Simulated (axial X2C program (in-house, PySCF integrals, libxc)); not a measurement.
# CoP: from the state search to constants, part 2 of 2

Computed with an in-house X2C program for linear molecules on PySCF integrals; all-electron X2C, Co dyall-cv3z, P dyall-v3z. The steps go on from the part before.

### 9 PBE0, 2c

State followed: Ω = 4 (excess of +ω over −ω: ω = 3/2, ω = 5/2). The scan is laid around 2.101 Å, a first estimate of the minimum, and this SCF restarts from the orbitals of the search.

The SCF at the reference distance of 2.101 Å:

```text
two-component X2C + atomic mean field  PBE0
basis functions 154  fitting functions 890  grid points 5078
iter        total energy     max residual
   1      -1733.881487505     1.48e+00
   2      -1734.657179365     3.82e-02
   3      -1734.574180693     1.57e-01
   4      -1734.660165822     1.60e-02
   5      -1734.663621688     5.02e-03
   6      -1734.663800558     1.02e-03
   7      -1734.663808867     2.73e-04
   8      -1734.663810928     1.23e-04
   9      -1734.663811099     1.49e-05
  10      -1734.663811108     2.63e-05
  11      -1734.663811114     9.01e-06
  12      -1734.663811116     8.32e-07
converged
one-electron -2605.95611517  Coulomb 852.68700399  exact exchange -20.30074788  xc functional -62.65767778  nuclear repulsion 102.00703019  atomic mean-field constant -0.44330447
```

Along the bond, energies from the lowest point:

| R (Å) | E (eV) | μ (D) | HOMO (eV) | LUMO (eV) | iterations |
| --- | --- | --- | --- | --- | --- |
| 1.828 | 0.6486 | -3.46 | -5.93 | -2.90 | 15 |
| 1.912 | 0.2697 | -3.65 | -5.96 | -2.66 | 13 |
| 1.975 | 0.1062 | -3.75 | -5.98 | -2.53 | 12 |
| 2.038 | 0.0223 | -3.83 | -6.00 | -2.45 | 12 |
| 2.101 | 0.0000 | -3.88 | -6.02 | -2.50 | 12 |
| 2.175 | 0.0323 | -3.92 | -6.05 | -2.54 | 13 |
| 2.248 | 0.1102 | -3.94 | -6.08 | -2.58 | 12 |
| 2.343 | 0.2546 | -3.95 | -6.07 | -2.63 | 13 |
| 2.458 | 0.4713 | -3.93 | -5.90 | -2.69 | 13 |
| 2.626 | 0.8186 | -3.91 | -5.70 | -2.79 | 13 |

Dipoles are positive if P is the positive end.

Outer spinors at the reference distance:

```json
{"ω": "1/2", "occupied": "yes", "ε (eV)": "-15.67", "atomic character": "71% P s, 11% Co p, 9% Co s", "λ mixture": "100% σ"}
{"ω": "-1/2", "occupied": "yes", "ε (eV)": "-14.02", "atomic character": "70% P s, 11% Co p, 10% Co s", "λ mixture": "100% σ"}
{"ω": "1/2", "occupied": "yes", "ε (eV)": "-9.59", "atomic character": "86% Co d, 8% P p, 4% P s", "λ mixture": "100% σ"}
{"ω": "-1/2", "occupied": "yes", "ε (eV)": "-9.06", "atomic character": "89% Co d, 9% P p", "λ mixture": "100% π"}
{"ω": "3/2", "occupied": "yes", "ε (eV)": "-9.00", "atomic character": "89% Co d, 10% P p", "λ mixture": "100% π"}
{"ω": "-3/2", "occupied": "yes", "ε (eV)": "-8.96", "atomic character": "100% Co d", "λ mixture": "100% δ"}
{"ω": "5/2", "occupied": "yes", "ε (eV)": "-8.82", "atomic character": "100% Co d", "λ mixture": "100% δ"}
{"ω": "1/2", "occupied": "yes", "ε (eV)": "-7.01", "atomic character": "87% Co d, 11% P p", "λ mixture": "99% π, 1% σ"}
{"ω": "-1/2", "occupied": "yes", "ε (eV)": "-6.81", "atomic character": "68% P p, 14% Co s, 9% Co d", "λ mixture": "100% σ"}
{"ω": "1/2", "occupied": "yes", "ε (eV)": "-6.77", "atomic character": "52% P p, 38% Co s, 5% Co d", "λ mixture": "99% σ, 1% π"}
{"ω": "-3/2", "occupied": "yes", "ε (eV)": "-6.67", "atomic character": "84% Co d, 13% P p", "λ mixture": "100% π"}
{"ω": "3/2", "occupied": "yes", "ε (eV)": "-6.60", "atomic character": "100% Co d", "λ mixture": "100% δ"}
{"ω": "-1/2", "occupied": "yes", "ε (eV)": "-6.06", "atomic character": "76% P p, 12% Co d, 11% Co p", "λ mixture": "100% π"}
{"ω": "3/2", "occupied": "yes", "ε (eV)": "-6.02", "atomic character": "76% P p, 13% Co d, 11% Co p", "λ mixture": "100% π"}
{"ω": "1/2", "occupied": "no", "ε (eV)": "-2.50", "atomic character": "39% Co p, 34% Co s, 22% P p", "λ mixture": "100% σ"}
{"ω": "-1/2", "occupied": "no", "ε (eV)": "-2.39", "atomic character": "57% Co s, 19% Co d, 18% Co p", "λ mixture": "100% σ"}
{"ω": "1/2", "occupied": "no", "ε (eV)": "-2.37", "atomic character": "66% P p, 22% Co p, 13% Co d", "λ mixture": "100% π"}
{"ω": "-3/2", "occupied": "no", "ε (eV)": "-2.29", "atomic character": "63% P p, 21% Co p, 16% Co d", "λ mixture": "100% π"}
```

PBE0 fields in the half plane through the axis: z from -2.4 to 4.5 Å across, distance from the axis 0.15 to 2.25 Å upwards; Co lies at z = 0 and P at z = 2.101 Å; the ELF is damped to zero where the density is low.

log10 density (e/bohr³). Ten even steps from ' ' (-4.61 ) to '@' (1.37 ):
```
      ......::::::::::::::::::::::::::::....    
    ....::::::::--------------------::::::....  
  ....::::----------------========------::::....
....::::----==========================----::::..
....::----====++++++++++++++++++++++====----::..
..::::--====++******++++++++++**++++++====--::::
..::::--==++**##%%##**++++****##****++++==--::::
..::::--==++##%%@@%%##******%%@@%%**++++==----::
```

ELF. Ten even steps from '0' (0.00 ) to '9' (0.92 ):
```
000000001111112222100000
000001111122234455421000
000011111223456677653100
000112211234677888875310
000112211125788999987420
000011233224786589998630
000001477733850206999741
000000476742718681999741
```

Re = 2.097 Å, ωe = 400 cm⁻¹, ωexe = 1.85 cm⁻¹, Be = 0.1889 cm⁻¹, De = 2.08 eV, μ = -3.88 D.

### 10 HF, 2c

The SCF at the reference distance of 2.101 Å:

```text
two-component X2C + atomic mean field  HF
basis functions 154  fitting functions 890  grid points 5078
iter        total energy     max residual
   1      -1732.908376968     1.32e-01
   2      -1732.947483197     1.95e-02
   3      -1732.952383669     3.24e-02
   4      -1732.957243978     6.43e-03
   5      -1732.959201257     5.38e-03
   6      -1732.959887914     2.70e-03
   7      -1732.960261337     1.79e-03
   8      -1732.960418544     1.03e-03
   9      -1732.960472011     4.96e-04
  10      -1732.960488607     2.20e-04
  11      -1732.960492870     1.89e-04
  12      -1732.960493869     1.68e-04
  13      -1732.960494397     1.43e-04
  14      -1732.960494732     1.14e-04
  15      -1732.960494982     7.80e-05
  16      -1732.960495087     5.60e-05
  17      -1732.960495182     3.15e-05
  18      -1732.960495229     1.01e-05
  19      -1732.960495237     3.35e-06
  20      -1732.960495237     1.71e-06
converged
one-electron -2607.75976556  Coulomb 854.71095663  exact exchange -81.47541203  xc functional 0.00000000  nuclear repulsion 102.00703019  atomic mean-field constant -0.44330447
```

No constants are quoted: the dipole of the solution doesn't run smoothly along the scan, a sign that its character may change, so the fit is set aside.

### 11 B97-3, 2c

The SCF at the reference distance of 2.101 Å:

```text
two-component X2C + atomic mean field  B97-3
basis functions 154  fitting functions 890  grid points 5078
iter        total energy     max residual
   1      -1734.825608717     9.55e-03
   2      -1734.826549442     4.09e-03
   3      -1734.826157165     1.22e-02
   4      -1734.826641073     2.68e-03
   5      -1734.826692533     1.15e-03
   6      -1734.826708525     3.10e-04
   7      -1734.826711253     1.14e-04
   8      -1734.826711977     4.03e-05
   9      -1734.826712068     3.00e-05
  10      -1734.826712104     1.80e-05
  11      -1734.826712113     9.97e-06
  12      -1734.826712116     5.26e-06
  13      -1734.826712116     1.48e-06
converged
one-electron -2605.99821595  Coulomb 852.73587508  exact exchange -21.86874953  xc functional -61.25934744  nuclear repulsion 102.00703019  atomic mean-field constant -0.44330447
```

Re = 2.130 Å, ωe = 378 cm⁻¹, ωexe = 1.62 cm⁻¹, Be = 0.1829 cm⁻¹, De = 1.93 eV, μ = -3.92 D.

### 12 Correlated methods, 2c

Correlated methods: 14 electrons correlated (frozen shells, counted by type: Co 3 s, 2 p; P 2 s, 1 p), 220 virtual spinors in MP2, 90 natural virtuals in coupled cluster.

Output of the correlated part at 2.101 Å:

```text
correlated 14  virtual 220  natural virtual 90  E(MP2) -0.461872877  MP2 remainder -0.041348923
iter   CCSD correlation   residual
   1     -0.386285774   2.25e-01
   2     -0.405992473   1.38e-01
   3     -0.412538687   5.47e-02
   4     -0.414501670   3.69e-02
   5     -0.416422309   2.38e-02
   6     -0.417400292   1.30e-02
   7     -0.417536452   6.55e-03
   8     -0.417609578   3.17e-03
   9     -0.417717644   1.72e-03
  10     -0.417683984   9.36e-04
  11     -0.417712504   5.07e-04
  12     -0.417704398   2.94e-04
  13     -0.417707407   1.71e-04
  14     -0.417706492   1.09e-04
  15     -0.417705128   7.08e-05
  16     -0.417703921   4.04e-05
  17     -0.417702918   2.59e-05
  18     -0.417702079   1.66e-05
  19     -0.417701896   1.02e-05
  20     -0.417701635   6.23e-06
  21     -0.417701679   3.99e-06
  22     -0.417701568   2.81e-06
  23     -0.417701552   1.83e-06
(T) -0.023057023  T1 0.0782  D1 0.1831  max T2 0.065
```

MP2: No constants are quoted: the dipole of the HF reference doesn't run smoothly along the scan, a sign that its character may change, so the fit is set aside.

CCSD: No constants are quoted: the dipole of the HF reference doesn't run smoothly along the scan, a sign that its character may change, so the fit is set aside.

CCSD(T): No constants are quoted: the dipole of the HF reference doesn't run smoothly along the scan, a sign that its character may change, so the fit is set aside.

### 13 A higher determinant, 2c

State: Ω = 2 (excess of +ω over −ω: ω = -1/2, ω = 5/2).

Output at the reference distance:

```text
two-component X2C + atomic mean field  PBE0
basis functions 154  fitting functions 890  grid points 5078
iter        total energy     max residual
   1      -1733.846786307     1.48e+00
   2      -1734.642026117     3.85e-02
   3      -1734.559889007     1.56e-01
   4      -1734.642306728     2.29e-02
   5      -1734.648550945     8.16e-03
   6      -1734.648916453     5.21e-04
   7      -1734.648920716     1.18e-03
   8      -1734.648930899     4.89e-04
   9      -1734.648933107     9.37e-05
  10      -1734.648933300     2.48e-05
  11      -1734.648933373     1.88e-05
  12      -1734.648933385     2.53e-06
  13      -1734.648933386     2.36e-06
converged
one-electron -2604.46378176  Coulomb 851.11109636  exact exchange -20.27225172  xc functional -62.58772199  nuclear repulsion 102.00703019  atomic mean-field constant -0.44330447
```

| R (Å) | E above the lowest PBE0 point (eV) |
| --- | --- |
| 1.828 | 0.758 |
| 1.912 | 0.469 |
| 1.975 | 0.375 |
| 2.038 | 0.360 |
| 2.101 | 0.405 |
| 2.175 | 0.513 |
| 2.248 | 0.665 |
| 2.343 | 0.899 |
| 2.458 | 1.216 |

Re = 2.020 Å, ωe = 467 cm⁻¹, ωexe = 1.66 cm⁻¹, Be = 0.2035 cm⁻¹, μ = -3.44 D. Te = 0.36 eV. As a difference of two determinants it need not be a gap between pure terms.

### 14 The 2c curves together

Energy (eV) of the followed determinant, 2c, from each level's lowest point:

| R (Å) | PBE0 | HF (dipole not smooth) | MP2 (HF's dipole not smooth) | CCSD (HF's dipole not smooth) | CCSD(T) (HF's dipole not smooth) | B97-3 |
| --- | --- | --- | --- | --- | --- | --- |
| 1.828 | 0.649 | 1.310 | 2.096 | n/a | n/a | 0.765 |
| 1.912 | 0.270 | 1.032 | 0.177 | 0.251 | 0.197 | 0.348 |
| 1.975 | 0.106 | 0.689 | 0.057 | 0.100 | 0.057 | 0.158 |
| 2.038 | 0.022 | 0.433 | 0.004 | 0.022 | 0.000 | 0.047 |
| 2.101 | 0.000 | 0.250 | 0.000 | 0.000 | 0.003 | 0.000 |
| 2.175 | 0.032 | 0.109 | 0.040 | 0.024 | 0.057 | 0.005 |
| 2.248 | 0.110 | 0.030 | 0.115 | 0.085 | 0.149 | 0.058 |
| 2.343 | 0.255 | 0.000 | 0.246 | 0.201 | 0.300 | 0.174 |
| 2.458 | 0.471 | 0.042 | 0.443 | n/a | n/a | 0.362 |
| 2.626 | 0.819 | 0.202 | 0.761 | n/a | n/a | 0.677 |

The whole job took 4 min on 1 thread of Arm Neoverse V1, shared host; peak memory 0.86 GiB.

### 15 Constants

What follows sums up all 2 parts.

Lowest determinant that the search found at its distance, spin-free: M_S = 2, Λ = 2 (beyond closed shells: σα, π+α, π-α, δ+α, δ+β, δ-α).

Lowest determinant that the search found at its distance, 2c: Ω = 4 (excess of +ω over −ω: ω = 3/2, ω = 5/2).

| Hamiltonian | level | Re (Å) | ωe (cm⁻¹) | De (eV) | μ (D) |
| --- | --- | --- | --- | --- | --- |
| spin-free | PBE0 | 2.096 | 401 | 2.08 | -3.88 |
| spin-free | B97-3 | 2.130 | 378 | 1.93 | -3.92 |
| 2c | PBE0 | 2.097 | 400 | 2.08 | -3.88 |
| 2c | B97-3 | 2.130 | 378 | 1.93 | -3.92 |

Dipoles are positive if P is the positive end. No constants: spin-free HF (the dipole of the solution doesn't run smoothly along the scan, a sign that its character may change, so the fit is set aside); spin-free MP2 (the dipole of the HF reference doesn't run smoothly along the scan, a sign that its character may change, so the fit is set aside); spin-free CCSD (the dipole of the HF reference doesn't run smoothly along the scan, a sign that its character may change, so the fit is set aside); spin-free CCSD(T) (the dipole of the HF reference doesn't run smoothly along the scan, a sign that its character may change, so the fit is set aside); 2c HF (the dipole of the solution doesn't run smoothly along the scan, a sign that its character may change, so the fit is set aside); 2c MP2 (the dipole of the HF reference doesn't run smoothly along the scan, a sign that its character may change, so the fit is set aside); 2c CCSD (the dipole of the HF reference doesn't run smoothly along the scan, a sign that its character may change, so the fit is set aside); 2c CCSD(T) (the dipole of the HF reference doesn't run smoothly along the scan, a sign that its character may change, so the fit is set aside).

Time per point (s) on 1 thread of Arm Neoverse V1, shared host (2c runs); the times are rough: PBE0 0.59, B97-3 0.64.

What this shows: At PBE0, going from spin-free to two-component changes Re by 0 mÅ, ωe by 0.0 %; the spin-free picture holds up (part of it comes from the scalar share of the two-electron terms). De moves by 0.00 eV; both De rest on single-determinant atoms, which can miss part of an open shell's spin–orbit lowering.

De refers to Co + P, each in the lowest determinant found, which need not be this curve's own limit. Each curve is one determinant whose occupation by symmetry is held fixed; it was picked as the lowest of a PBE0 search that is not exhaustive. De is counted from the lowest determinant-based energies of the atoms at the same level, without counterpoise correction. Density functionals use the spin component along the axis (collinear). With several unpaired electrons one determinant need not be a pure state.
